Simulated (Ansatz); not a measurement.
# C₂H₉GaO₂Si: taking an electron away

An exercise on one series of results from a longer session: the logs are not shown, and one member is left open.

Program: Ansatz 0.2.0, Gaussian basis. Level of theory: unrestricted cation, the program's frozen cores in correlated methods. These are calculated values, not measurements.

The runs, in order: UKS PBE-D4/def2-TZVPP; UKS r2SCAN-D4/def2-TZVPP; UKS PBE0-D4/def2-TZVPP; UKS B3LYP-D4/def2-TZVPP; UKS wB97X-V/def2-TZVPP; UKS wB97M-V/def2-TZVPP; UKS B2PLYP/def2-TZVPP; UHF-CCSD(T)/def2-TZVPP; UHF-MP2/def2-QZVPP; extrapolation to the limit; then −ε(HOMO) from the neutral's earlier runs with LDA (SPW92), PBE-D4, revPBE-D4, BLYP-D4, r2SCAN-D4, B97M-V, PBE0-D4, B3LYP-D4, r2SCANh-D4, r2SCAN0-D4, HSE06-D4, BHLYP-D4, CAM-B3LYP-D4, LC-ωPBE, ωB97X-V, ωB97M-V.

## The relaxed structure

An earlier PBE0-D4 in a triple-zeta def2 set relaxation fixed the geometry.

SMILES `C[O][Ga]([OH])[CH2][SiH3]`, 15 atoms, charge 0, spin multiplicity 1.

Atoms are counted from 1 here; the program's logs count them from 0.

Bond lengths: C1–O2 1.402 Å, C1–H7 1.099 Å, C1–H8 1.098 Å, C1–H9 1.094 Å, O2–Ga3 1.787 Å, Ga3–O4 1.787 Å, Ga3–C5 1.940 Å, O4–H10 0.959 Å, C5–Si6 1.870 Å, C5–H11 1.093 Å, C5–H12 1.093 Å, Si6–H13 1.488 Å, Si6–H14 1.488 Å, Si6–H15 1.488 Å. Angles: O2–C1–H7 112.8°, O2–C1–H8 112.3°, O2–C1–H9 108.8°, H7–C1–H8 107.9°, H7–C1–H9 107.3°, H8–C1–H9 107.5°, C1–O2–Ga3 123.3°, O2–Ga3–O4 117.2°, O2–Ga3–C5 120.7°, O4–Ga3–C5 122.0°, Ga3–O4–H10 114.4°, Ga3–C5–Si6 114.0°, Ga3–C5–H11 108.0°, Ga3–C5–H12 107.8°, Si6–C5–H11 109.2°, Si6–C5–H12 109.2°, H11–C5–H12 108.5°, C5–Si6–H13 110.2° and more.

Set-up of the first run:

in.yaml reads:

```yaml
crystal:
  periodic: [false, false, false]
  atoms:
    - {symbol: C, position_ang: [0.383704, -2.863774, 0.057295]}
    - {symbol: O, position_ang: [0.521122, -1.556390, 0.545288]}
    - {symbol: Ga, position_ang: [0.406103, -0.104715, -0.489711]}
    - {symbol: O, position_ang: [0.098596, -0.364168, -2.231224]}
    - {symbol: C, position_ang: [0.596357, 1.670549, 0.268118]}
    - {symbol: Si, position_ang: [-1.010964, 2.423775, 0.856682]}
    - {symbol: H, position_ang: [-0.539801, -3.007843, -0.520538]}
    - {symbol: H, position_ang: [1.228781, -3.161953, -0.577567]}
    - {symbol: H, position_ang: [0.348829, -3.554035, 0.905527]}
    - {symbol: H, position_ang: [0.028017, -1.285897, -2.487521]}
    - {symbol: H, position_ang: [1.039537, 2.317323, -0.493982]}
    - {symbol: H, position_ang: [1.290370, 1.601583, 1.110249]}
    - {symbol: H, position_ang: [-1.968225, 2.543278, -0.275599]}
    - {symbol: H, position_ang: [-1.630344, 1.563845, 1.900595]}
    - {symbol: H, position_ang: [-0.792054, 3.778411, 1.432398]}
basis:
  gaussian: {orbitals: def2-TZVPP}
total_charge: 1
magnetization: {spin_polarized: true, initial_magnetization: 1}
hamiltonian: {xc: pbe, dispersion: d4}
```

Started as:

```
ansatz run in.yaml --threads 2 --pin off --events-out ev --progress --plain --max-ram 22528MiB --backend cuda --devices 0, --max-vram 18GiB
```

Steps of the session up to this table: Cation, UKS PBE-D4/def2-TZVPP; Cation, UKS r2SCAN-D4/def2-TZVPP; Cation, UKS PBE0-D4/def2-TZVPP; Cation, UKS B3LYP-D4/def2-TZVPP; Cation, UKS wB97X-V/def2-TZVPP; Cation, UKS wB97M-V/def2-TZVPP; Cation, UKS B2PLYP (frozen core)/def2-TZVPP; Cation, UHF-CCSD(T)/def2-TZVPP; Cation, UHF-MP2/def2-QZVPP.

One table of the session follows, with a row left open; its other results are not shown here.

Orbital estimates, from the neutral's runs:

```
  functional  −ε(HOMO) (eV)
 LDA (SPW92)           6.47
      PBE-D4           6.31
   revPBE-D4           6.24
     BLYP-D4           6.22
   r2SCAN-D4           6.63
      B97M-V           6.75
     PBE0-D4              ?
    B3LYP-D4           7.62
  r2SCANh-D4           7.21
  r2SCAN0-D4           8.09
    HSE06-D4           7.45
    BHLYP-D4           9.38
CAM-B3LYP-D4           9.34
     LC-ωPBE          10.70
     ωB97X-V          10.36
     ωB97M-V          10.29
```

**Question.** Estimate the row for PBE0-D4.

**Answer.** −ε(HOMO) (eV): 7.86. In the column «−ε(HOMO) (eV)» it lies between B3LYP-D4 (7.62) and r2SCAN0-D4 (8.09).
